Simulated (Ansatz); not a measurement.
# BH₄SSb: two torsions

How does the energy of BH₄SSb, SMILES S[BH][SbH2] change over two coordinates at once? A grid of runs gives the map.

Computed with Ansatz 0.2.0. Level: RKS SPW92 (LDA)/def2-SVP.

### 1 Where the work starts

SMILES `S[BH][SbH2]`, 7 atoms, charge 0, spin multiplicity 1.

Atoms are counted from 1 here; the program's logs count them from 0.

Bond lengths: S1–B2 1.778 Å, S1–H4 1.369 Å, B2–Sb3 2.254 Å, B2–H5 1.213 Å, Sb3–H6 1.733 Å, Sb3–H7 1.732 Å. Angles: B2–S1–H4 99.7°, S1–B2–Sb3 120.1°, S1–B2–H5 120.6°, Sb3–B2–H5 119.1°, B2–Sb3–H6 91.4°, B2–Sb3–H7 94.9°, H6–Sb3–H7 92.3°.

Geometry (Å):

```xyz
7
charge 0, multiplicity 1
S    -0.8842   -1.4086   -0.8660
B    -0.5543    0.2048   -0.1963
Sb    0.8299    0.4343    1.5680
H    -1.8501   -1.0858   -1.7805
H    -1.1442    1.1797   -0.6131
H     1.8414    1.5315    0.6875
H     1.8228   -0.9239    1.1547
```

This geometry comes from a loose relaxation at PBE in a small basis, which is not shown.

### 2 Geometry optimisation

The input, input.yaml:

```yaml
crystal:
  periodic: [false, false, false]
  atoms:
    - { symbol: S, position_ang: [-0.884153, -1.408591, -0.866029] }
    - { symbol: B, position_ang: [-0.554337, 0.204772, -0.19633] }
    - { symbol: Sb, position_ang: [0.82993, 0.434298, 1.568049] }
    - { symbol: H, position_ang: [-1.850127, -1.085808, -1.780488] }
    - { symbol: H, position_ang: [-1.144241, 1.179664, -0.61307] }
    - { symbol: H, position_ang: [1.841399, 1.531536, 0.68752] }
    - { symbol: H, position_ang: [1.822829, -0.923871, 1.154748] }
basis:
  gaussian: { orbitals: def2-SVP }
hamiltonian:
  xc: lda
output:
  forces: true
relax:
  f_tol: 0.003
  max_steps: 120
```

The run is started by

```bash
$ ansatz run input.yaml --threads 1 --pin off --max-ram 2560MiB --backend cpu --events-out ev --progress --plain --runs-dir out
```

The program printed (excerpt; [...] marks lines left out):

```text
Warning: RAYON_NUM_THREADS=1 ignored (pool sized by the plan → 1); use --threads N
[...]
Functional definition: SPW92
[...]
907 factors; their error is unknown
[...]
mean field -18054.39547082 eV, -663.4867958439 hartree, gradient 2.5e-5 eV, S^2 0.000000; 0 other end points of the search recorded, 0 dependent functions left out
[...]
reference -18054.39550171 eV, -663.4867969791 hartree; 24, 24 occupied and 54, 54 virtual orbitals, 907 factors
relax step   1: F+E_penalty+E_count = -18054.39547082 eV  Δ(F+E_penalty+E_count) = +0.000e0 eV  max|allowed force component| = 3.772e-1 eV/Å  Δτ_max = 0.0000 Å  (25 SCF iters, accepted)
[...]
relax step   3: F+E_penalty+E_count = -18054.40642540 eV  Δ(F+E_penalty+E_count) = -4.405e-3 eV  max|allowed force component| = 1.225e-1 eV/Å  Δτ_max = 0.0288 Å  (27 SCF iters, accepted)
[...]
relax step   5: F+E_penalty+E_count = -18054.40701741 eV  Δ(F+E_penalty+E_count) = -1.428e-4 eV  max|allowed force component| = 1.192e-2 eV/Å  Δτ_max = 0.0097 Å  (26 SCF iters, accepted)
[...]
relax step   7: F+E_penalty+E_count = -18054.40710047 eV  Δ(F+E_penalty+E_count) = -3.879e-5 eV  max|allowed force component| = 9.303e-3 eV/Å  Δτ_max = 0.0078 Å  (26 SCF iters, accepted)
[...]
relax step   8: F+E_penalty+E_count = -18054.40703527 eV  Δ(F+E_penalty+E_count) = +6.520e-5 eV  max|allowed force component| = 9.129e-3 eV/Å  Δτ_max = 0.0080 Å  (23 SCF iters, rejected (line search))
[...]
relax step   9: F+E_penalty+E_count = -18054.40711146 eV  Δ(F+E_penalty+E_count) = -1.099e-5 eV  max|allowed force component| = 2.170e-3 eV/Å  Δτ_max = 0.0018 Å  (18 SCF iters, accepted)
907 factors; their error is unknown
mean field -18054.40711146 eV, -663.4872236295 hartree, gradient 6.1e-5 eV, S^2 0.000000; 1 other end points of the search recorded, 0 dependent functions left out
[...]
reference -18054.40714209 eV, -663.4872247552 hartree; 24, 24 occupied and 54, 54 virtual orbitals, 907 factors
Total energy: -18054.40714209 eV, -663.4872247552 hartree
Atom 0 at    -0.840208    -1.388668    -0.850697 Å, force     0.000707     0.000041     0.000913 eV/Å
Atom 1 at    -0.550782     0.213101    -0.182148 Å, force     0.000086    -0.000023     0.000330 eV/Å
Atom 2 at     0.817374     0.437981     1.555269 Å, force     0.001198    -0.002098    -0.002170 eV/Å
Atom 3 at    -1.815192    -1.085955    -1.766682 Å, force     0.000238     0.000437     0.000194 eV/Å
Atom 4 at    -1.156429     1.184634    -0.592890 Å, force    -0.001135     0.001136    -0.000816 eV/Å
Atom 5 at     1.830834     1.505543     0.656122 Å, force    -0.000800    -0.000513     0.000352 eV/Å
Atom 6 at     1.775701    -0.934635     1.135427 Å, force    -0.000294     0.001020     0.001197 eV/Å
Dipole moment:    -0.208763    -0.028389    -0.217570 e Å
```

Wall time 15 s (1 thread of Arm Neoverse V1, shared host); peak memory 0.12 GiB.

Along the way:

| step | energy from step 1 (eV) | largest force component (eV/Å) |
| --- | --- | --- |
| 1 | 0.0000 | 0.3772 |
| 2 | -0.0065 | 0.2418 |
| 3 | -0.0110 | 0.1225 |
| 4 | -0.0114 | 0.0518 |
| 5 | -0.0115 | 0.0119 |
| 6 | -0.0116 | 0.0134 |
| 7 | -0.0116 | 0.0093 |
| 8 | -0.0116 | 0.0091 |
| 9 | -0.0116 | 0.0022 |

Distances of close pairs at the start and the end, largest changes first:

| bond | before (Å) | after (Å) | change (Å) |
| --- | --- | --- | --- |
| B2–Sb3 | 2.254 | 2.223 | -0.031 |
| S1–B2 | 1.778 | 1.760 | -0.018 |
| Sb3–H6 | 1.733 | 1.725 | -0.008 |
| Sb3–H7 | 1.732 | 1.726 | -0.007 |
| B2–H5 | 1.213 | 1.216 | +0.003 |
| S1–H4 | 1.369 | 1.372 | +0.003 |

### 3 Setting up the map

First coordinate, dihedral S1–B2–Sb3–H6: 18 values from −180 to 160 °, periodic. Second coordinate, dihedral H4–S1–B2–Sb3: 18 values from −180 to 160 °, periodic.

Nothing else is relaxed (all other coordinates rigid). Energies count from the relaxed molecule at the same level. Points are written as (first, second).

Below, 3 of the grid's runs; all are launched alike.

### 4 The run at (120°, 80°)

The input, input.yaml:

```yaml
crystal:
  periodic: [false, false, false]
  atoms:
    - { symbol: S, position_ang: [-0.840208, -1.388668, -0.850697] }
    - { symbol: B, position_ang: [-0.550782, 0.213101, -0.182148] }
    - { symbol: Sb, position_ang: [-1.943904, 1.023036, 1.348948] }
    - { symbol: H, position_ang: [-1.815192, -1.085955, -1.766682] }
    - { symbol: H, position_ang: [0.341464, 0.920815, -0.609272] }
    - { symbol: H, position_ang: [-0.658071, 1.15527, 2.491053] }
    - { symbol: H, position_ang: [-2.397784, -0.534387, 1.938151] }
basis:
  gaussian: { orbitals: def2-SVP }
hamiltonian:
  xc: lda
output:
  forces: true
```

The run is started by

```bash
$ ansatz run input.yaml --threads 1 --pin off --max-ram 2560MiB --backend cpu --events-out ev --progress --plain --runs-dir out
```

The program printed (excerpt; [...] marks lines left out):

```text
Warning: RAYON_NUM_THREADS=1 ignored (pool sized by the plan → 1); use --threads N
[...]
[... 1 set-up line as earlier in the session ...]
[...]
907 factors; their error is unknown
[...]
mean field -18053.33425097 eV, -663.4477967336 hartree, gradient 2.7e-5 eV, S^2 0.000000; 0 other end points of the search recorded, 0 dependent functions left out
[...]
reference -18053.33428288 eV, -663.4477979062 hartree; 24, 24 occupied and 54, 54 virtual orbitals, 907 factors
Total energy: -18053.33428288 eV, -663.4477979062 hartree
Atom 0 at    -0.840208    -1.388668    -0.850697 Å, force    -0.031231    -1.893499    -1.021314 eV/Å
Atom 1 at    -0.550782     0.213101    -0.182148 Å, force    -0.381335     1.463630     0.470378 eV/Å
Atom 2 at    -1.943904     1.023036     1.348948 Å, force     0.115818     0.049204     0.137534 eV/Å
Atom 3 at    -1.815192    -1.085955    -1.766682 Å, force     0.062479     0.166865     0.316377 eV/Å
Atom 4 at     0.341464     0.920815    -0.609272 Å, force     0.237815     0.039686     0.171609 eV/Å
Atom 5 at    -0.658071     1.155270     2.491053 Å, force    -0.033160     0.112248    -0.013255 eV/Å
Atom 6 at    -2.397784    -0.534387     1.938151 Å, force     0.029613     0.061867    -0.061328 eV/Å
Dipole moment:    -0.135383     0.040511    -0.161961 e Å
```

Wall time 1.4 s (1 thread of Arm Neoverse V1, shared host); peak memory 0.1 GiB.

Energy on the map's scale: 1.07 eV.

### 5 The run at (120°, −180°)

The input, input.yaml:

```yaml
crystal:
  periodic: [false, false, false]
  atoms:
    - { symbol: S, position_ang: [-0.840208, -1.388668, -0.850697] }
    - { symbol: B, position_ang: [-0.550782, 0.213101, -0.182148] }
    - { symbol: Sb, position_ang: [0.971012, 0.467515, 1.417994] }
    - { symbol: H, position_ang: [-1.815192, -1.085955, -1.766682] }
    - { symbol: H, position_ang: [-1.232046, 1.164892, -0.512855] }
    - { symbol: H, position_ang: [1.869914, 1.55878, 0.429879] }
    - { symbol: H, position_ang: [1.915873, -0.882471, 0.904665] }
basis:
  gaussian: { orbitals: def2-SVP }
hamiltonian:
  xc: lda
output:
  forces: true
```

The run is started by

```bash
$ ansatz run input.yaml --threads 1 --pin off --max-ram 2560MiB --backend cpu --events-out ev --progress --plain --runs-dir out
```

The program printed (excerpt; [...] marks lines left out):

```text
Warning: RAYON_NUM_THREADS=1 ignored (pool sized by the plan → 1); use --threads N
[...]
[... 1 set-up line as earlier in the session ...]
[...]
907 factors; their error is unknown
[...]
mean field -18054.39865726 eV, -663.4869129433 hartree, gradient 2.7e-5 eV, S^2 0.000000; 0 other end points of the search recorded, 0 dependent functions left out
[...]
reference -18054.39868791 eV, -663.4869140697 hartree; 24, 24 occupied and 54, 54 virtual orbitals, 907 factors
Total energy: -18054.39868791 eV, -663.4869140697 hartree
Atom 0 at    -0.840208    -1.388668    -0.850697 Å, force     0.084000     0.019338    -0.091152 eV/Å
Atom 1 at    -0.550782     0.213101    -0.182148 Å, force    -0.015322    -0.008293     0.006401 eV/Å
Atom 2 at     0.971012     0.467515     1.417994 Å, force    -0.015783    -0.009820     0.081675 eV/Å
Atom 3 at    -1.815192    -1.085955    -1.766682 Å, force    -0.079806    -0.016369     0.081841 eV/Å
Atom 4 at    -1.232046     1.164892    -0.512855 Å, force     0.043926     0.016321    -0.052694 eV/Å
Atom 5 at     1.869914     1.558780     0.429879 Å, force    -0.016029    -0.006348    -0.018532 eV/Å
Atom 6 at     1.915873    -0.882471     0.904665 Å, force    -0.000985     0.005172    -0.007539 eV/Å
Dipole moment:    -0.217141    -0.030797    -0.219303 e Å
```

Run time: 1.4 s. Hardware: 1 thread of Arm Neoverse V1, shared host; peak memory 0.1 GiB.

Energy on the map's scale: 0.008 eV.

### 6 Point (20°, −40°)

The input, input.yaml:

```yaml
crystal:
  periodic: [false, false, false]
  atoms:
    - { symbol: S, position_ang: [-0.840208, -1.388668, -0.850697] }
    - { symbol: B, position_ang: [-0.550782, 0.213101, -0.182148] }
    - { symbol: Sb, position_ang: [-0.525839, 1.97268, -1.540198] }
    - { symbol: H, position_ang: [-1.815192, -1.085955, -1.766682] }
    - { symbol: H, position_ang: [-0.272225, 0.363249, 0.992269] }
    - { symbol: H, position_ang: [-1.401059, 1.095572, -2.740169] }
    - { symbol: H, position_ang: [0.992763, 1.559537, -2.248644] }
basis:
  gaussian: { orbitals: def2-SVP }
hamiltonian:
  xc: lda
output:
  forces: true
```

The run is started by

```bash
$ ansatz run input.yaml --threads 1 --pin off --max-ram 2560MiB --backend cpu --events-out ev --progress --plain --runs-dir out
```

The program printed (excerpt; [...] marks lines left out):

```text
Warning: RAYON_NUM_THREADS=1 ignored (pool sized by the plan → 1); use --threads N
[...]
[... 1 set-up line as earlier in the session ...]
[...]
907 factors; their error is unknown
[...]
mean field -18053.94613777 eV, -663.4702831587 hartree, gradient 3.0e-5 eV, S^2 0.000000; 0 other end points of the search recorded, 0 dependent functions left out
[...]
reference -18053.94616799 eV, -663.4702842695 hartree; 24, 24 occupied and 54, 54 virtual orbitals, 907 factors
Total energy: -18053.94616799 eV, -663.4702842695 hartree
Atom 0 at    -0.840208    -1.388668    -0.850697 Å, force    -0.620835    -0.786609     0.757599 eV/Å
Atom 1 at    -0.550782     0.213101    -0.182148 Å, force     0.040188     0.259913    -0.285233 eV/Å
Atom 2 at    -0.525839     1.972680    -1.540198 Å, force    -0.439823     0.852215     0.021571 eV/Å
Atom 3 at    -1.815192    -1.085955    -1.766682 Å, force     0.558606     0.231363    -0.393507 eV/Å
Atom 4 at    -0.272225     0.363249     0.992269 Å, force     0.424082    -0.265530    -0.048333 eV/Å
Atom 5 at    -1.401059     1.095572    -2.740169 Å, force     0.040598    -0.065952    -0.142995 eV/Å
Atom 6 at     0.992763     1.559537    -2.248644 Å, force    -0.002816    -0.225400     0.090897 eV/Å
Dipole moment:    -0.107029    -0.146887    -0.071482 e Å
```

Wall time 1.4 s (1 thread of Arm Neoverse V1, shared host); peak memory 0.1 GiB.

Energy on the map's scale: 0.46 eV.

### 7 The map

324 points were computed. Energies in eV, from the relaxed molecule at the same level; the table lists every other line.

```
dihedral H4–S1–B2–Sb3 (°) ↓, dihedral S1–B2–Sb3–H6 (°) →  −180  −140  −100   −60   −20    20    60   100   140
                                                     140  0.37  0.45  0.41  0.37  0.40  0.45  0.45  0.29  0.26
                                                     100  1.05  1.19  1.12  1.02  1.08  1.21  1.19  1.01  0.92
                                                      60  0.86  0.96  0.91  0.77  0.76  0.92  0.97  0.88  0.81
                                                      20  0.21  0.25  0.24  0.16  0.14  0.25  0.29  0.20  0.18
                                                     −20  0.15  0.19  0.16  0.14  0.15  0.20  0.23  0.10  0.08
                                                     −60  0.73  0.82  0.76  0.71  0.76  0.84  0.84  0.68  0.61
                                                    −100  1.11  1.25  1.18  1.01  1.02  1.19  1.26  1.13  1.02
                                                    −140  0.47  0.54  0.52  0.39  0.34  0.47  0.53  0.46  0.43
                                                    −180  0.09  0.14  0.12  0.06  0.03  0.10  0.13  0.03  0.02
```

On the same grid, largest force on an atom (eV/Å):

| dihedral H4–S1–B2–Sb3 (°) ↓, dihedral S1–B2–Sb3–H6 (°) → | −180 | −140 | −100 | −60 | −20 | 20 | 60 | 100 | 140 |
| --- | --- | --- | --- | --- | --- | --- | --- | --- | --- |
| 140 | 0.77 | 0.83 | 0.88 | 0.86 | 0.82 | 0.92 | 0.79 | 0.83 | 0.77 |
| 100 | 1.91 | 1.91 | 1.99 | 2.05 | 2.07 | 1.99 | 1.87 | 1.86 | 1.91 |
| 60 | 1.77 | 1.75 | 1.73 | 1.70 | 1.71 | 1.79 | 1.87 | 1.92 | 1.88 |
| 20 | 0.65 | 0.65 | 0.65 | 0.78 | 0.87 | 0.75 | 0.88 | 0.86 | 0.78 |
| −20 | 0.58 | 0.57 | 0.53 | 0.64 | 0.79 | 0.83 | 0.80 | 0.61 | 0.60 |
| −60 | 1.61 | 1.59 | 1.54 | 1.64 | 1.78 | 1.76 | 1.70 | 1.61 | 1.60 |
| −100 | 2.07 | 2.01 | 1.97 | 1.96 | 1.91 | 1.88 | 1.99 | 2.09 | 2.10 |
| −140 | 1.10 | 1.09 | 1.00 | 0.97 | 1.01 | 1.02 | 0.96 | 1.00 | 1.05 |
| −180 | 0.30 | 0.68 | 0.57 | 0.48 | 0.50 | 0.53 | 0.48 | 0.20 | 0.14 |

The dipole moment (D) at each point:

```
dihedral H4–S1–B2–Sb3 (°) ↓, dihedral S1–B2–Sb3–H6 (°) →  −180  −140  −100   −60   −20    20    60   100   140
                                                     140  1.41  1.74  1.76  1.56  1.64  1.77  1.58  1.31  1.26
                                                     100  1.11  1.38  1.48  1.22  1.28  1.55  1.35  1.13  1.14
                                                      60  0.99  1.01  1.01  0.89  0.86  1.04  1.09  0.95  0.95
                                                      20  0.92  0.91  0.89  0.84  0.73  0.90  0.94  0.82  0.88
                                                     −20  0.95  0.93  0.92  0.86  0.79  0.85  0.96  0.80  0.86
                                                     −60  1.06  1.10  1.09  1.01  0.95  1.05  1.08  0.93  0.91
                                                    −100  1.36  1.53  1.28  1.19  1.15  1.24  1.50  1.33  1.15
                                                    −140  1.65  1.84  1.60  1.34  1.29  1.46  1.73  1.68  1.49
                                                    −180  1.63  1.86  1.78  1.55  1.53  1.66  1.70  1.55  1.47
```

Energy (eV) at eleven even steps along the easiest path on the interpolated surface, from (120°, −180°): 0.00, 0.01, 0.05, 0.09, 0.13, 0.14, 0.13, 0.11, 0.08, 0.05, 0.03.

### 8 Results

| quantity | value |
| --- | --- |
| lowest point | (120°, −180°), 0.008 eV |
| highest computed point | (40°, 80°), 1.30 eV above the lowest |
| largest force on an atom (eV/Å) | 0.13 at (120°, −180°) to 2.24 at (20°, 80°); 0.13 at the lowest point |
| dipole moment (D) | 0.73 at (−20°, 20°) to 1.87 at (−140°, −160°); 1.49 at the lowest point |
| time for the whole task | 8.6 min on 1 thread, shared host |

What this shows: The lowest computed point is at (120°, −180°), 0.008 eV from the relaxed molecule at the same level. Higher local minima lie near (−20°, −180°) (0.021 eV above the lowest at that grid point); (−40°, 0°) (0.039 eV above the lowest at that grid point). The highest computed point, (40°, 80°), lies 1.30 eV above the lowest. On the interpolated surface the easiest way out of the lowest well to the well at (−20°, −180°) passes a barrier of about 0.14 eV. Round the minimum the two coordinates are nearly uncoupled.
